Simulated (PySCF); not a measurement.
# IrCl2: a ladder of methods

Aim: at the PBE0 minimum of broken-symmetry (Ms = 1/2) IrCl2, found before, compare methods on energies and levels.

Program: PySCF 2.14.0. Level of theory: several methods, basis Ir def2-SVP with ECP60, Cl def2-SVP, scalar-relativistic core potentials, no spin–orbit coupling, density fitting. These are calculated values, not measurements.

**1. The system as given**

3 atoms, charge 0, spin multiplicity 2.

Bond lengths: Ir1–Cl2 2.195 Å, Ir1–Cl3 2.195 Å. Angles: Cl2–Ir1–Cl3 180.0°.

Z-matrix (Å, degrees; charge 0 multiplicity 2):
```
Ir
Cl 1 2.1952
Cl 1 2.1952 2 180.00
```

**2. PBE0**

One driver script runs all steps and calls PySCF; scf.py shows the equivalent input of each level. Each SCF starts from the density of the minimum. The driver also runs the species with one electron less or more at the same geometry (cation multiplicity 3, anion multiplicity 3); their logs are not shown.

scf.py

```python
from pyscf import gto, scf, dft
mol = gto.M(atom='''
Ir     0.000000     0.000000     0.000000
Cl     0.000000    -0.000000     2.195187
Cl     0.000000     0.000000    -2.195187''',
    basis={'Ir': 'def2-SVP', 'Cl': 'def2-SVP'},
    ecp={'Ir': 'def2-SVP'},
    charge=0, spin=1)
mf = dft.UKS(mol, xc='PBE0')
mf.grids.atom_grid = (99, 590)
aux = {'Ir': 'def2-universal-JKFIT', 'Cl': 'def2-universal-JKFIT'}
mf = mf.density_fit(auxbasis=aux)
mf.kernel()
```

**3. HF**

scf.py, as its differences from that of step 2:

```diff
@@ -9,2 +9 @@
-mf = dft.UKS(mol, xc='PBE0')
-mf.grids.atom_grid = (99, 590)
+mf = scf.UHF(mol)
```

**4. MP2**

scf.py, as its differences from that of step 3:

```diff
@@ -12,0 +13,2 @@
+from pyscf.mp import dfump2
+dfump2.DFUMP2(mf, frozen=10).kernel()  # the driver gives MP2 a fitting basis of its own (RI)
```

**5. PBE**

scf.py, as its differences from that of step 4:

```diff
@@ -9 +9,2 @@
-mf = scf.UHF(mol)
+mf = dft.UKS(mol, xc='PBE')
+mf.grids.atom_grid = (99, 590)
@@ -13,2 +13,0 @@
-from pyscf.mp import dfump2
-dfump2.DFUMP2(mf, frozen=10).kernel()  # the driver gives MP2 a fitting basis of its own (RI)
```

**6. CCSD(T)**

scf.py, as its differences from that of step 5:

```diff
@@ -9,2 +9 @@
-mf = dft.UKS(mol, xc='PBE')
-mf.grids.atom_grid = (99, 590)
+mf = scf.UHF(mol)
@@ -13,0 +13,3 @@
+from pyscf import cc
+mycc = cc.CCSD(mf, frozen=10).run()
+mycc.ccsd_t()
```

(Steps that only read results are left out.)

What does the calculation give? Wanted: atomisation energy, range; vertical ionisation energy, CCSD(T); vertical electron affinity, CCSD(T); gap, range; T1, D1; T1, D1 of the cation; T1, D1 of the anion.

As calculated:

| quantity | value |
| --- | --- |
| atomisation energy, range | 329 (HF) to 730 (PBE) kJ/mol |
| vertical ionisation energy, CCSD(T) | 9.09 eV |
| vertical electron affinity, CCSD(T) | 3.22 eV |
| gap, range | 0.29 (PBE) to 10.25 (HF) eV |
| T1, D1 | 0.031, 0.149 |
| T1, D1 of the cation | 0.089, 0.479 |
| T1, D1 of the anion | 0.035, 0.184 |

The atomisation energy spreads over 401 kJ/mol, from HF to PBE; without a CCSD(T) value for it there is no yardstick here. For the vertical ionisation energy, MP2 comes nearest to CCSD(T) (+0.43 eV) and PBE0 is farthest (+0.75 eV). For the vertical electron affinity, PBE0 comes nearest to CCSD(T) (+0.04 eV) and MP2 is farthest (+0.45 eV). PBE's −ε(HOMO), 6.4 eV, falls 2.7 eV short of the ionisation energy, while its energy difference gives 9.5 eV. T1 of the cation is large, so the CCSD(T) value that rests on it is in doubt and small misses rank nothing. Spin contamination is strong in at least one of the open-shell species at PBE0, HF, MP2, PBE, CCSD(T). Without diffuse functions electron affinities tend to come out too low. The determinant is spin-contaminated (⟨S²⟩ = 1.61, pure value 0.75). Open d and f shells are described by one determinant, and the ground state may have another occupation or spin. Spin–orbit coupling, left out here, can matter for elements this heavy.
